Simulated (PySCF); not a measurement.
# How the numerical set-up moves the result for ZnH⁺

Which parts of the numerical set-up matter for ZnH⁺? Each run edits the base script.

Method: each script names its method and basis; program: PySCF 2.14.0.

1 further run of the same task is left out (it didn't finish).

## Step 1: Where the work starts

ZnH⁺: 2 atoms, charge 1, spin multiplicity 1.

Bond lengths: Zn1–H2 1.610 Å.

## Step 2: The base run

input.py

```python
from pyscf import gto, scf

mol = gto.M(
    atom='Zn 0 0 0; H 0 0 1.61',
    basis='jorge-dzp',
    charge=1,
    spin=0,
    symmetry=True,
    verbose=4,
)
mf = scf.RHF(mol)
mf.kernel()
mf.dip_moment()
print('orbital energies (hartree):', mf.mo_energy[..., max(0, mol.nelec[1]-3):mol.nelec[0]+3].round(4))
```

The run is started by

```console
$ OMP_NUM_THREADS=1 python input.py
```

Its log is not repeated here.

In short: E(SCF) = -1777.940026 Eh, 10 cycles.

The bond length is a typed value, not an optimised one. The dipole of an ion depends on the origin.

## Step 3: Cc-pvdz

Run 1 changes basis set: jorge-dzp → cc-pvdz.

input.py

```python
from pyscf import gto, scf

mol = gto.M(
    atom='Zn 0 0 0; H 0 0 1.61',
    basis='cc-pvdz',
    charge=1,
    spin=0,
    symmetry=True,
    verbose=4,
)
mf = scf.RHF(mol)
mf.kernel()
mf.dip_moment()
print('orbital energies (hartree):', mf.mo_energy[..., max(0, mol.nelec[1]-3):mol.nelec[0]+3].round(4))
```

The run is started by

```console
$ OMP_NUM_THREADS=1 python input.py
```

## Step 4: Spin-free X2C on

Run 2 changes spin-free X2C: off → on.

Changes to input.py since step 2:

```diff
@@ -11,2 +11,3 @@
 mf = scf.RHF(mol)
+mf = mf.sfx2c1e()
 mf.kernel()
```

**Question.** What will these runs give? Wanted: for each run, E(SCF); from base; gap.

As calculated:

```
             run  E(SCF) (hartree)  from base (eV)  cycles  gap (eV)  functions
            base      -1777.940026               0      10     11.31         48
         cc-pvdz      -1778.107892         -4.5679      10     11.38         48
spin-free X2C on      -1792.552442       -397.6241      10     11.44         48
```

What this shows: Of the runs whose energies can be compared, “spin-free X2C on” moves the SCF energy most (-397.624 eV). cc-pvdz (48 functions) gives an energy 4.57 eV lower than jorge-dzp (48). Scalar relativity lowers the total energy by 397.62 eV, nearly all of it in the inner shells; a basis contracted without relativity catches only part of it.
